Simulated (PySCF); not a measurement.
# ZnSe: changing the method

Starting from one script, swap the method and compare what comes out for ZnSe.

Program: PySCF 2.14.0. Level of theory: method and basis as typed in the scripts. These are calculated values, not measurements.

4 further runs of the same task are left out: 4 that didn't finish.

**1. The starting structure**

ZnSe: 2 atoms, charge 0, spin multiplicity 1.

Bond lengths: Zn1–Se2 2.037 Å.

**2. The run that the others are compared with**

Contents of input.py:

```python
from pyscf import gto, scf
from pyscf.prop.polarizability import rhf as pol

mol = gto.M(
    atom='Zn 0 0 0; Se 0 0 2.037',
    basis='lanl2dz',
    ecp={'Zn': 'lanl2dz', 'Se': 'lanl2dz'},
    charge=0,
    spin=0,
    verbose=3,
)
mf = scf.RHF(mol)
mf.kernel()
print('polarizability (a.u.)')
print(pol.Polarizability(mf).polarizability().round(4))
mf.dip_moment()
print('orbital energies (hartree):', mf.mo_energy[..., max(0, mol.nelec[1]-3):mol.nelec[0]+3].round(4))
```

Command:

```sh
> OMP_NUM_THREADS=1 python input.py
```

**3. SCF alone**

Edit 1 changes step after the SCF: polarizability → none.

input.py, as its differences from that of step 2:

```diff
@@ -1,3 +1,2 @@
 from pyscf import gto, scf
-from pyscf.prop.polarizability import rhf as pol
 
@@ -13,4 +12,2 @@
 mf.kernel()
-print('polarizability (a.u.)')
-print(pol.Polarizability(mf).polarizability().round(4))
 mf.dip_moment()
```

**4. Population analysis**

Edit 2 changes step after the SCF: polarizability → analyze.

input.py, as its differences from that of step 2:

```diff
@@ -1,3 +1,2 @@
 from pyscf import gto, scf
-from pyscf.prop.polarizability import rhf as pol
 
@@ -13,4 +12,3 @@
 mf.kernel()
-print('polarizability (a.u.)')
-print(pol.Polarizability(mf).polarizability().round(4))
+mf.mulliken_pop()
 mf.dip_moment()
```

**5. Gradient**

Edit 3 changes step after the SCF: polarizability → gradient.

input.py, as its differences from that of step 2:

```diff
@@ -1,3 +1,2 @@
 from pyscf import gto, scf
-from pyscf.prop.polarizability import rhf as pol
 
@@ -13,4 +12,3 @@
 mf.kernel()
-print('polarizability (a.u.)')
-print(pol.Polarizability(mf).polarizability().round(4))
+mf.nuc_grad_method().kernel()
 mf.dip_moment()
```

**6. Geometry optimisation**

Edit 4 changes step after the SCF: polarizability → optimize.

Contents of input.py:

```python
from pyscf import gto, scf
from pyscf.geomopt.geometric_solver import optimize

mol = gto.M(
    atom='Zn 0 0 0; Se 0 0 2.037',
    basis='lanl2dz',
    ecp={'Zn': 'lanl2dz', 'Se': 'lanl2dz'},
    charge=0,
    spin=0,
    verbose=3,
)
mf = scf.RHF(mol)
mf.kernel()
mol_eq = optimize(mf, maxsteps=30)
print('optimised geometry (angstrom)')
print(mol_eq.tostring('raw'))
print('orbital energies (hartree):', mf.mo_energy[..., max(0, mol.nelec[1]-3):mol.nelec[0]+3].round(4))
```

**7. Mn15 (RKS)**

Edit 5 changes functional: none (Hartree–Fock) → mn15; SCF type: RHF → RKS; step after the SCF: polarizability → analyze.

Contents of input.py:

```python
from pyscf import gto, dft

mol = gto.M(
    atom='Zn 0 0 0; Se 0 0 2.037',
    basis='lanl2dz',
    ecp={'Zn': 'lanl2dz', 'Se': 'lanl2dz'},
    charge=0,
    spin=0,
    verbose=3,
)
mf = dft.RKS(mol, xc='mn15')
mf.kernel()
mf.mulliken_pop()
mf.dip_moment()
print('orbital energies (hartree):', mf.mo_energy[..., max(0, mol.nelec[1]-3):mol.nelec[0]+3].round(4))
```

**8. CASCI**

Edit 6 changes step after the SCF: polarizability → casci; active space: none → 10 electrons in 8 orbitals.

Contents of input.py:

```python
from pyscf import gto, scf, mcscf

mol = gto.M(
    atom='Zn 0 0 0; Se 0 0 2.037',
    basis='lanl2dz',
    ecp={'Zn': 'lanl2dz', 'Se': 'lanl2dz'},
    charge=0,
    spin=0,
    verbose=3,
)
mf = scf.RHF(mol)
mf.kernel()
mc = mcscf.CASCI(mf, 8, 10)
mc.kernel()
mc.analyze()
mf.dip_moment()
print('orbital energies (hartree):', mf.mo_energy[..., max(0, mol.nelec[1]-3):mol.nelec[0]+3].round(4))
```

Q: Predict the outcome of this session. Wanted: for each run, E(SCF); from base; SCF dipole; after the SCF.

The runs gave:

```
                  run  E(SCF) (hartree)  from base (eV)  SCF dipole (D)                after the SCF
                 base        -72.492240               0            6.83            mean α 55.5 bohr³
            SCF alone        -72.492240          0.0000            6.83                          n/a
  population analysis        -72.492240          0.0000            6.83                          n/a
             gradient        -72.492240          0.0000            6.83                          n/a
geometry optimisation        -72.492240          0.0000             n/a      bond 2.288 Å, -0.452 eV
           mn15 (RKS)        -76.663559  not comparable            5.06                          n/a
                CASCI        -72.492240          0.0000            6.83  CASCI correlation -0.676 eV
```

SCF columns refer to the geometry typed in the script.

What this shows: Total energies of different functionals can't be compared with each other; differences within one functional can. The dearest run is “geometry optimisation”, at 5.1 s against 1.6 s.
